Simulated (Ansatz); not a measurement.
# C6H17NSi: the cost of one run

Program: Ansatz 0.2.0, Gaussian basis. Level of theory: one geometry, several basis sets. These are calculated values, not measurements.

Levels to be run: PBE0-D4/def2-SVP; ωB97M-V/def2-SVP; PBE0-D4/def2-QZVPP; ωB97M-V/def2-QZVPP; the functionals' def2-TZVPP values are taken from earlier runs.

## 1. The relaxed structure

All runs share one geometry, relaxed beforehand with PBE0-D4 in a triple-zeta def2 set.

SMILES `CC(C)N([SiH3])C(C)C`, 25 atoms, charge 0, spin multiplicity 1.

Atoms are counted from 1 here; the program's logs count them from 0.

Bond lengths: C1–C2 1.523 Å, C1–H9 1.093 Å, C1–H10 1.091 Å, C1–H11 1.093 Å, C2–C3 1.524 Å, C2–N4 1.462 Å, C2–H12 1.095 Å, C3–H13 1.092 Å, C3–H14 1.095 Å, C3–H15 1.093 Å, N4–Si5 1.717 Å, N4–C6 1.460 Å, Si5–H16 1.488 Å, Si5–H17 1.496 Å, Si5–H18 1.487 Å, C6–C7 1.526 Å, C6–C8 1.524 Å, C6–H19 1.097 Å and more. Angles: C2–C1–H9 110.7°, C2–C1–H10 110.7°, C2–C1–H11 111.0°, H9–C1–H10 108.0°, H9–C1–H11 107.9°, H10–C1–H11 108.5°, C1–C2–C3 111.3°, C1–C2–N4 111.7°, C1–C2–H12 107.4°, C3–C2–N4 112.2°, C3–C2–H12 107.1°, N4–C2–H12 106.9°, C2–C3–H13 111.0°, C2–C3–H14 111.0°, C2–C3–H15 110.9°, H13–C3–H14 108.0°, H13–C3–H15 108.5°, H14–C3–H15 107.3° and more.

## 2. PBE0-D4 in def2-SVP

Contents of in.yaml:

```yaml
crystal:
  periodic: [false, false, false]
  atoms:
    - {symbol: C, position_ang: [-0.736366, -1.393463, -1.659308]}
    - {symbol: C, position_ang: [0.197909, -0.914938, -0.555389]}
    - {symbol: C, position_ang: [0.769342, -2.087610, 0.231729]}
    - {symbol: N, position_ang: [-0.448291, 0.070158, 0.310307]}
    - {symbol: Si, position_ang: [-1.582826, -0.366706, 1.522906]}
    - {symbol: C, position_ang: [0.105656, 1.421108, 0.322643]}
    - {symbol: C, position_ang: [1.531192, 1.473127, 0.863635]}
    - {symbol: C, position_ang: [0.000097, 2.097352, -1.038581]}
    - {symbol: H, position_ang: [-1.600237, -1.912492, -1.236207]}
    - {symbol: H, position_ang: [-1.104589, -0.549302, -2.244732]}
    - {symbol: H, position_ang: [-0.224536, -2.086438, -2.332694]}
    - {symbol: H, position_ang: [1.041447, -0.410011, -1.036857]}
    - {symbol: H, position_ang: [1.469278, -1.741884, 0.994964]}
    - {symbol: H, position_ang: [-0.026672, -2.648885, 0.731643]}
    - {symbol: H, position_ang: [1.292570, -2.783682, -0.428771]}
    - {symbol: H, position_ang: [-2.479604, 0.797918, 1.753457]}
    - {symbol: H, position_ang: [-0.994323, -0.730754, 2.849677]}
    - {symbol: H, position_ang: [-2.377849, -1.540079, 1.072175]}
    - {symbol: H, position_ang: [-0.522350, 1.997650, 1.013159]}
    - {symbol: H, position_ang: [1.582725, 1.033241, 1.861837]}
    - {symbol: H, position_ang: [1.884648, 2.505505, 0.924594]}
    - {symbol: H, position_ang: [2.223930, 0.928004, 0.216528]}
    - {symbol: H, position_ang: [-1.034847, 2.101607, -1.385450]}
    - {symbol: H, position_ang: [0.351357, 3.130547, -0.981919]}
    - {symbol: H, position_ang: [0.609140, 1.586129, -1.789044]}
basis:
  gaussian: {orbitals: def2-SVP}
hamiltonian: {xc: pbe0, dispersion: d4}
output: {orbitals: {seedname: orbitals}}
```

On the command line:

```sh
$ ansatz run in.yaml --threads 4 --pin off --events-out ev --progress --plain --max-ram 46080MiB --backend cpu
```

**Question.** How long does this run take on 4 threads of AMD EPYC 7R13, shared host, and how much memory does it need?

About 5 s, with a peak of 0.87 GiB.
